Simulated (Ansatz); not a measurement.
# P: the cost of one run

Program: Ansatz 0.2.0. Level of theory: DFT r2SCAN+rVV10, scalar-relativistic, plane waves, PAW, and further levels as typed in the inputs. These are calculated values, not measurements.

## 1. The starting structure

The structure is orthorhombic, space group Pmna (No. 53). Conventional cell: a = 3.314 Å, b = 28.609 Å, c = 4.420 Å, α = 90.00°, β = 90.00°, γ = 90.00°. P (site symmetry m) has 3 P at 2.23 to 2.25 Å as nearest neighbours.

As a file:

```cif
data_structure
_symmetry_space_group_name_H-M 'P 1'
_symmetry_Int_Tables_number 1
_cell_length_a 3.3136
_cell_length_b 4.4201
_cell_length_c 28.6088
_cell_angle_alpha 90.000
_cell_angle_beta 90.000
_cell_angle_gamma 90.000
_cell_volume 419.01
loop_
_atom_site_label
_atom_site_type_symbol
_atom_site_fract_x
_atom_site_fract_y
_atom_site_fract_z
_atom_site_occupancy
P1 P 0.00000 0.08056 0.35411 1
P2 P 0.00000 0.91944 0.27963 1
P3 P 0.50000 0.58056 0.27963 1
P4 P 0.50000 0.41944 0.35411 1
P5 P 0.50000 0.08056 0.53724 1
P6 P 0.50000 0.91944 0.46276 1
P7 P 0.00000 0.58056 0.46276 1
P8 P 0.00000 0.41944 0.53724 1
P9 P 0.00000 0.08056 0.72037 1
P10 P 0.00000 0.91944 0.64589 1
P11 P 0.50000 0.58056 0.64589 1
P12 P 0.50000 0.41944 0.72037 1
```

## 2. Relaxing the atoms: P12 sheet, no spin

Input file input.yaml:

```yaml
crystal:
  lattice:
    - [3.3136, 0.0, 0.0]
    - [0.0, 4.420063, 0.0]
    - [0.0, 0.0, 28.60880608]
  atoms:
    - { symbol: P, position: [0.0, 0.08056, 0.3541149551] }
    - { symbol: P, position: [0.0, 0.91944, 0.279634179] }
    - { symbol: P, position: [0.5, 0.58056, 0.279634179] }
    - { symbol: P, position: [0.5, 0.41944, 0.3541149551] }
    - { symbol: P, position: [0.5, 0.08056, 0.537240388] }
    - { symbol: P, position: [0.5, 0.91944, 0.462759612] }
    - { symbol: P, position: [0.0, 0.58056, 0.462759612] }
    - { symbol: P, position: [0.0, 0.41944, 0.537240388] }
    - { symbol: P, position: [0.0, 0.08056, 0.720365821] }
    - { symbol: P, position: [0.0, 0.91944, 0.6458850449] }
    - { symbol: P, position: [0.5, 0.58056, 0.6458850449] }
    - { symbol: P, position: [0.5, 0.41944, 0.720365821] }
  periodic: [true, true, false]
scf:
  occupations: { method: gaussian, width: 0.02 }
  n_extra_bands: 6
output:
  forces: true
  stress: false
  write_density: true
  write_potential: true
  elf: true
  volumetric_format: npy
kpoints:
  mp_grid: { grid: [10, 8, 1] }
hamiltonian:
  xc: r2scan
  dispersion: rvv10
relax:
  f_tol: 0.006
  max_steps: 100
```

On the command line:

```bash
ansatz run input.yaml --threads 8 --pin off --max-ram 26624MiB --backend cpu --events-out ev --progress --plain --runs-dir out
```

**Question.** How long does this run take on 8 threads of Arm Neoverse N1, shared host, and how much memory does it need?

About 5.7 min, with a peak of 4.5 GiB.
